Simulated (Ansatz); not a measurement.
The system is HPbNO4.

```xyz
7
Lattice="3.8571 0.0018 -0.0366 0.1735 4.3344 -0.0165 0.7580 0.8387 5.8766" Properties=species:S:1:pos:R:3 pbc="T T T"
H     2.6784    4.0493    1.1289
Pb    3.2640    2.7055    5.3570
N     3.1776    1.4531    2.9117
O     1.3252    2.6900    4.5562
O     2.9731    4.6255    2.8902
O     2.3661    4.0462    0.1903
O     3.3249    2.1006    1.8421
```

The cell was built by a generator and needn't be a form met in nature.

| Property | Result |
| --- | --- |
| Program | Ansatz 0.2.0 |
| Task | relaxation of cell and atoms |
| Functional | r2SCAN |
| Potentials or basis | Ansatz PAW |
| Cutoff | 500 eV (not typed: the program's choice for these potentials) |
| k mesh | 5 × 5 × 4 |
| Occupations | fermi-dirac, width 0.05 eV |
| Spin | no spin polarisation |

At the start: volume 14.06 Å³/atom.

**Question.** Where does the relaxation end?

**Answer.** It ends after 22 steps and the volume is 12.37 Å³/atom (-12.0 %); space group P1 (No. 1, to 0.05 Å).

Step by step:
| step | energy change (eV) | largest force (eV/Å) | volume (Å³) |
| --- | --- | --- | --- |
| 1 | 0.0000 | 0.5853 | 98.41 |
| 2 | -0.0902 | 0.3476 | 90.65 |
| 3 | -0.0988 | 0.4829 | 90.09 |
| 4 | -0.1123 | 0.2364 | 89.96 |
| 5 | -0.1173 | 0.2040 | 89.23 |
| 6 | -0.1225 | 0.2462 | 88.68 |
| 7 | -0.1254 | 0.1129 | 88.10 |
| 8 | -0.1271 | 0.0920 | 87.71 |
| 9 | -0.1280 | 0.0965 | 87.59 |
| 10 | -0.1293 | 0.0924 | 87.18 |
| 11 | -0.1299 | 0.1058 | 86.80 |
| 12 | -0.1304 | 0.0591 | 86.48 |
| 13 | -0.1309 | 0.0243 | 86.64 |
| 14 | -0.1311 | 0.0150 | 86.64 |
| 15 | -0.1312 | 0.0248 | 86.60 |
| 16 | -0.1313 | 0.0216 | 86.61 |
| 17 | -0.1313 | 0.0164 | 86.58 |
| 18 | -0.1313 | 0.0134 | 86.56 |
| 19 | -0.1313 | 0.0079 | 86.56 |
| 20 | -0.1247 | 0.0126 | 86.56 |
| 21 | -0.1247 | 0.0108 | 86.56 |
| 22 | -0.1247 | 0.0108 | 86.56 |

Final structure:
```yaml
crystal:
  lattice:
    - [3.76554, 0.18481, 0.01807]
    - [0.37563, 4.13481, 0.05582]
    - [0.86044, 0.92832, 5.60024]
  atoms:
    - { symbol: H, position: [0.57933, 0.89257, 0.21175] }
    - { symbol: Pb, position: [0.64398, 0.45258, 0.90638] }
    - { symbol: N, position: [0.74967, 0.21052, 0.50363] }
    - { symbol: O, position: [0.16369, 0.53587, 0.76746] }
    - { symbol: O, position: [0.62746, 0.95152, 0.50781] }
    - { symbol: O, position: [0.52255, 0.93603, 0.04713] }
    - { symbol: O, position: [0.83237, 0.38995, 0.30585] }
```

Caveat: the plane-wave basis is chosen anew once the cell has moved, so the energies of steps on either side of that aren't comparable; the PAW data sets come from PBE, with cores solved anew for the run's functional, which leaves a small shift of forces and pressure.
